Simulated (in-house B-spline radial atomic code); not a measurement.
# Nb³⁹⁺: a helium-like spectrum by configuration interaction

Aim: the levels, terms and lines of the two outer electrons of Nb³⁹⁺ (core: none (bare nucleus)), by configuration interaction with and without the many-body corrections.

Program: an in-house B-spline radial atomic code, version 1. Level of theory: configuration interaction of two valence electrons in the frozen-core Dirac-Hartree-Fock potential, then with screened core-valence correlation, Breit and QED (CI+MBPT), no-pair Dirac, B-spline basis. These are calculated values, not measurements, unless marked.

## Step 1: Starting point

- element: niobium (Z = 41)
- charge: +39
- core: none (bare nucleus)
- nucleus: mass number 93, rms radius 4.324 fm

## Step 2: The run, and its levels

Settings:

```ini
basis_form = 3
Z = 41
core_configuration = 
rms_radius = 4.324
mass_number = 93
speed_of_light = 137.035999084
box_radius = 2.195
lmax = 6
intervals = 56
virtual_cutoff = 3362.0
```

The run is started by

```bash
> python run_mb.py task.json out
```

Further steps of the session: Transitions.

Q: Predict the outcome of this session. Wanted: ground level; ionisation energy; first excited level; strongest line from the ground level; largest CI block.

The runs gave:

| quantity | value |
| --- | --- |
| ground level | 1s2 1S0 |
| ionisation energy | 22646 eV (plain CI 22689 eV) |
| first excited level | 1s2s 3S1 at 16979.51 eV |
| strongest line from the ground level | 1s2p 1P°1, 0.07218 nm, gf = 0.588 |
| largest CI block | 2746 |
| tabulated theoretical ionisation energy | 22648 eV (NIST Atomic Spectra Database, ionization energies) |

In words: The ground level is 1s2 1S0; the corrections beyond plain CI change the ionisation energy by -43 eV, to 22646 eV. The lowest 12 levels have a mean term purity of 0.94, though 3 of them mix. The spin-changing line from 1s2p 3P°1 has a rate of 7.83e+14 1/s, against 2.51e+15 1/s for the strongest allowed line to the ground level; rates also scale with the cube of the energy, so the ratio isn't the spin rule alone. The tabulated theoretical ionisation energy is 22648 eV, so the final value is off by -0.0081 %. With no core the corrections are the Breit and QED terms alone; nuclear recoil is left out.
